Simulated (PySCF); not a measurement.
# BH6PSSi: electronic excitations and core binding energies

What electronic excitations and core binding energies should BH6PSSi (`[SiH3]SBP`) show?

Computed with PySCF 2.14.0, with density-fitted response routines of our own, on a single molecule in the gas phase. Atoms count from 0, in the outputs and in this text.

## (1) Starting geometry

10 atoms, charge 0, multiplicity 1; geometry from: GFN2-xTB.

Bonds of the start (Å): Si0–S1 2.17, S1–B2 1.76, B2–P3 1.89, Si0–H4 1.46, Si0–H5 1.46, Si0–H6 1.45, B2–H7 1.17, P3–H8 1.38, P3–H9 1.38.

## (2) Ultraviolet spectrum: PBE0/def2-SVPD

What the job is given:

```
{"job": {"kind": "uv", "xc": "PBE0", "basis": "def2-SVPD", "nstates": 8, "ntriplets": 3}, "charge": 0, "multiplicity": 1}
Si    -1.701169     0.633650     0.210521
S     -0.695782    -0.251959    -1.497874
B      0.998266    -0.454222    -1.061837
P      1.751590     0.057115     0.597344
H     -0.894396     1.755725     0.673933
H     -1.833518    -0.404246     1.230044
H     -2.975857     1.012597    -0.375052
H      1.706277    -0.826972    -1.915780
H      0.904558    -0.622167     1.453964
H      2.748914    -0.894866     0.662209
```

Method: TDDFT PBE0/def2-SVPD, vertical, gas phase, core orbitals frozen in the response.

Started as:

```
OMP_NUM_THREADS=1 python probes_run.py task.json out
```

The driver reads the jobs from task.json and runs them one after another.

**Question.** This job is followed by: delta-SCF UKS SCAN, pcX-2 on the ionised atom, pcseg-1 elsewhere, spin-free X2C. Predict these results of the whole session: lowest singlet (PBE0/def2-SVPD); brightest single state of those computed; lowest triplet; Si1s binding energies, SCAN/pcX-2; Si2p binding energies, SCAN/pcX-2; S1s binding energies, SCAN/pcX-2; S2p binding energies, SCAN/pcX-2; P1s binding energies, SCAN/pcX-2; P2p binding energies, SCAN/pcX-2.

**Answer**, as computed:

```
                                quantity                        value
         lowest singlet (PBE0/def2-SVPD)  4.75 eV (261 nm), f = 0.065
brightest single state of those computed  state 2, 5.67 eV, f = 0.080
                          lowest triplet                      3.88 eV
       Si1s binding energies, SCAN/pcX-2               Si0 1847.13 eV
       Si2p binding energies, SCAN/pcX-2                Si0 107.60 eV
        S1s binding energies, SCAN/pcX-2                S1 2476.69 eV
        S2p binding energies, SCAN/pcX-2                 S1 169.30 eV
        P1s binding energies, SCAN/pcX-2                P3 2149.72 eV
        P2p binding energies, SCAN/pcX-2                 P3 136.51 eV
```

The lowest singlet, at 4.75 eV, is HOMO→LUMO 0.90 and is bright; of the 8 states computed, the strongest absorption comes from state 2 at 5.67 eV. The lowest triplet lies 0.87 eV below the lowest singlet (triplets in Tamm-Dancoff, singlets in full TDDFT).
